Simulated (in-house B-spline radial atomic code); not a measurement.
# Pd⁸⁺: excited configurations

How much energy does it take to promote electrons of Pd⁸⁺ to other shells? Each configuration is solved by itself and compared with the reference.

Method: Dirac-Hartree-Fock, average of configuration, Fermi nucleus, basis-set limit. Code: in-house B-spline radial atomic code version 1.

## 1. The atom as given

- element: palladium (Z = 46)
- charge: +8
- electrons: 38
- configuration: [Kr] 4d2
- Hamiltonian: Dirac-Coulomb
- nucleus: Fermi, rms radius 4.532 fm

Outer shells as boxes (Hund's rule):

[Kr] 4d2
```
[Kr] core
4d [↑ ][↑ ][  ][  ][  ]
```

The boxes draw the filling by Hund's rule, which heavy ions in jj coupling don't follow; these runs average over all states of the configuration.

Input settings:

```ini
Z = 46
electrons = 38.0
configuration = [Kr] 4d2
hamiltonian = dirac
method = hf
spin_polarised = False
nucleus = fermi
rms_radius = 4.5318
mass_number = 106
atomic_mass = 105.903480287
speed_of_light = 137.035999084
```

From the earlier run of the reference: total energy -5027.162189 hartree. Levels, eight at most:

```csv
orbital,occupation,energy (eV),<r> (bohr)
3p3/2,4,-704.33,0.3790
3d3/2,4,-510.61,0.3536
3d5/2,6,-504.91,0.3569
4s1/2,2,-241.22,0.9049
4p1/2,2,-201.33,0.9511
4p3/2,4,-195.90,0.9722
4d3/2,0.8,-140.00,1.095
4d5/2,1.2,-139.20,1.102
```

## 2. [Ar] 3d9 4s2 4p5 4d2 5d1 6d1

Input settings:

```ini
Z = 46
electrons = 38.0
configuration = [Ar] 3d9 4s2 4p5 4d2 5d1 6d1
hamiltonian = dirac
method = hf
spin_polarised = False
nucleus = fermi
rms_radius = 4.5318
mass_number = 106
atomic_mass = 105.903480287
speed_of_light = 137.035999084
```

## 3. [Ar] 3d9 4s2 4p5 4d2 5p1 6d1

The settings differ from step 2 so:

```diff
@@ -2,3 +2,3 @@
 electrons = 38.0
-configuration = [Ar] 3d9 4s2 4p5 4d2 5d1 6d1
+configuration = [Ar] 3d9 4s2 4p5 4d2 5p1 6d1
 hamiltonian = dirac
```

Before running: How far above the reference does each configuration lie (order and size, in eV)?

The runs gave:

| net move | configuration | energy above the reference (eV) | with Breit, QED, recoil (eV) | largest <r> (bohr) |
| --- | --- | --- | --- | --- |
| 3d, 4p → 5p, 6d | [Ar] 3d9 4s2 4p5 4d2 5p1 6d1 | 572.39 | 572.18 | 3.78 |
| 3d, 4p → 5d, 6d | [Ar] 3d9 4s2 4p5 4d2 5d1 6d1 | 592.28 | 592.03 | 3.93 |

What this shows: The energies run from 572.39 eV (3d, 4p → 5p, 6d) to 592.28 eV (3d, 4p → 5d, 6d). 2 of them lie more than 2 % above the ionisation threshold that Koopmans' theorem gives (139.20 eV), where such states can decay by emitting an electron. Two partly filled shells share a symmetry and can mix in the average, which may lower the energy, for: 3d, 4p → 5p, 6d; 3d, 4p → 5d, 6d. These are averages over configurations, without correlation, not spectroscopic levels.
